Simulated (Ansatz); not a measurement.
# GaGeH3 (singlet): PBE, r2SCAN, PBE0, B3LYP, wB97M-V, B2PLYP, RPA-PBE over vertical spin and charge gaps, cc-pVDZ

How well do these functionals follow the top wave-function level for GaGeH3 (singlet) over vertical spin and charge gaps?

The runs use Ansatz 0.2.0, Gaussian basis; cc-pVDZ, all electrons in the functionals, frozen cores in the correlation of double hybrids and RPA.

To be run: PBE, r2SCAN, PBE0, B3LYP, wB97M-V, B2PLYP, RPA-PBE, at charge 0, singlet; charge 0, triplet; charge 1, doublet.

3 further runs of the same task are left out: 1 that didn't finish, 2 set aside as unsound or not needed.

## (1) What is computed

The geometry is a PBE0/def2-TZVP stationary point (not a proven minimum). No spin-orbit coupling is included. The filled d shell of Ge, Ga may be among the frozen orbitals whatever the setting's name suggests; the logs give the count.

5 atoms, charge 0, spin multiplicity 1.

Atoms are counted from 1 here; the program's logs count them from 0.

Bond lengths: Ge1–Ga2 2.618 Å, Ge1–H3 1.551 Å, Ge1–H4 1.551 Å, Ge1–H5 1.551 Å. Angles: Ga2–Ge1–H3 113.9°, Ga2–Ge1–H4 113.9°, Ga2–Ge1–H5 113.9°, H3–Ge1–H4 104.7°, H3–Ge1–H5 104.7°, H4–Ge1–H5 104.7°.

No dispersion term is added; wB97M-V holds VV10 nonlocal correlation. B3LYP takes the VWN-RPA correlation.

The geometry shown and the zero of energy belong to the point charge 0, singlet. The yardstick, UCCSDT(Q), and other wave-function levels (R restricted, U unrestricted, valence and pair active spaces) come from earlier runs.

## (2) PBE, charge 0, singlet

File in.yaml:

```yaml
crystal:
  periodic: [false, false, false]
  atoms:
    - {symbol: Ge, position_ang: [-1.242210, -0.002266, 0.004509]}
    - {symbol: Ga, position_ang: [1.375281, 0.002509, -0.004992]}
    - {symbol: H, position_ang: [-1.872587, 1.415382, 0.010182]}
    - {symbol: H, position_ang: [-1.864257, -0.715740, 1.233796]}
    - {symbol: H, position_ang: [-1.873188, -0.709877, -1.223614]}
basis:
  gaussian: {orbitals: cc-pVDZ}
hamiltonian: {xc: {name: PBE}}
output: {orbitals: {seedname: orbitals}}
```

On the command line:

```bash
$ ansatz run in.yaml --threads 1 --pin off --events-out ev --progress --plain --max-ram 4096MiB --backend cpu
```

The runs that follow: PBE, charge 0, triplet; PBE, charge 1, doublet; r2SCAN, charge 0, singlet; r2SCAN, charge 0, triplet; r2SCAN, charge 1, doublet; PBE0, charge 0, singlet; PBE0, charge 0, triplet; PBE0, charge 1, doublet; B3LYP, charge 0, singlet; B3LYP, charge 0, triplet; B3LYP, charge 1, doublet; wB97M-V, charge 0, singlet; wB97M-V, charge 0, triplet; wB97M-V, charge 1, doublet; B2PLYP, charge 0, singlet; B2PLYP, charge 0, triplet; B2PLYP, charge 1, doublet; RPA-PBE, charge 0, singlet; RPA-PBE, charge 0, triplet; RPA-PBE, charge 1, doublet.

Before running them: what should the planned runs give, taken together? Wanted: singlet to triplet, UCCSDT(Q); ionisation to the doublet cation, UCCSDT(Q); largest miss, PBE; largest miss, r2SCAN; largest miss, PBE0; largest miss, B3LYP; largest miss, wB97M-V; largest miss, B2PLYP; largest miss, RPA-PBE.

**Answer**, as computed:

```
                                   quantity                                            value
              singlet to triplet, UCCSDT(Q)                                     154.6 kJ/mol
ionisation to the doublet cation, UCCSDT(Q)                                     727.7 kJ/mol
                          largest miss, PBE  +12.9 kJ/mol (ionisation to the doublet cation)
                       largest miss, r2SCAN  +14.9 kJ/mol (ionisation to the doublet cation)
                         largest miss, PBE0  +14.7 kJ/mol (ionisation to the doublet cation)
                        largest miss, B3LYP  +21.6 kJ/mol (ionisation to the doublet cation)
                      largest miss, wB97M-V  +16.6 kJ/mol (ionisation to the doublet cation)
                       largest miss, B2PLYP                +11.7 kJ/mol (singlet to triplet)
                      largest miss, RPA-PBE  +13.9 kJ/mol (ionisation to the doublet cation)
                     largest miss, RCCSD(T)                 +1.5 kJ/mol (singlet to triplet)
                     largest miss, UCCSD(T)                 +0.5 kJ/mol (singlet to triplet)
```

What this shows: Of the functionals, B2PLYP keep the smallest largest miss at the points compared (at most 11.7 kJ/mol) and B3LYP strays most (21.6 kJ/mol, at ionisation to the doublet cation). Functionals and the yardstick converge differently with the basis, so part of each miss in cc-pVDZ is the basis.
